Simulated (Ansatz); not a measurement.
# SnH2: a single-point run

Aim: a sound single-point run of SnH2. The structure is shown as the input types it. The cell is built on a prototype (fluorite) and needn't be the phase found in nature.

Computed with Ansatz 0.2.0 (density functional or hybrid calculation with the settings of its input, plane waves (as first typed), unless a step's input says otherwise).

6 further runs of the same task are left out: 6 that didn't finish.

### 1 The starting structure

It takes space group Fm-3m (No. 225, cubic). Conventional cell: a = 5.309 Å, b = 5.309 Å, c = 5.309 Å, α = 90.00°, β = 90.00°, γ = 90.00°. Sn (site symmetry m-3m) is surrounded by 8 H at 2.30 Å. Around H (site symmetry -43m) lie 4 Sn at 2.30 Å.

The input asks for a charge of -1 e on the cell.

Structure file:

```xyz
3
Lattice="0.0000 2.6545 2.6545 2.6545 0.0000 2.6545 2.6545 2.6545 0.0000" Properties=species:S:1:pos:R:3 pbc="T T T"
Sn    0.0000    0.0000    0.0000
H     1.3273    1.3273    1.3273
H     3.9818    3.9818    3.9818
```

### 2 The calculation

File input.yaml:

```yaml
crystal:
  lattice:
    - [0.0, 2.6545080109, 2.6545080109]
    - [2.6545080109, 0.0, 2.6545080109]
    - [2.6545080109, 2.6545080109, 0.0]
  atoms:
    - { symbol: Sn, position: [0.0, 0.0, 0.0] }
    - { symbol: H, position: [0.25, 0.25, 0.25] }
    - { symbol: H, position: [0.75, 0.75, 0.75] }
kpoints:
  mp_grid: { grid: [6, 6, 6] }
hamiltonian:
  xc: pbe
scf:
  occupations: { method: fermi_dirac, width: 0.02 }
  n_extra_bands: 4
  max_iter: 57
output:
  forces: true
  stress: true
  eigenvalues: true
total_charge: -1
```

Command:

```console
$ ansatz run input.yaml --threads 4 --pin off --max-ram 3686MiB --backend cpu --events-out ev --progress --plain --runs-dir out
```

What happens when this is run?

The run converged and reported no error. That alone doesn't make the input a sound one.

Look at the input: total_charge is -1. The net charge is not the one intended, so the run treats another number of electrons.

To check: delete total_charge (the default then holds).
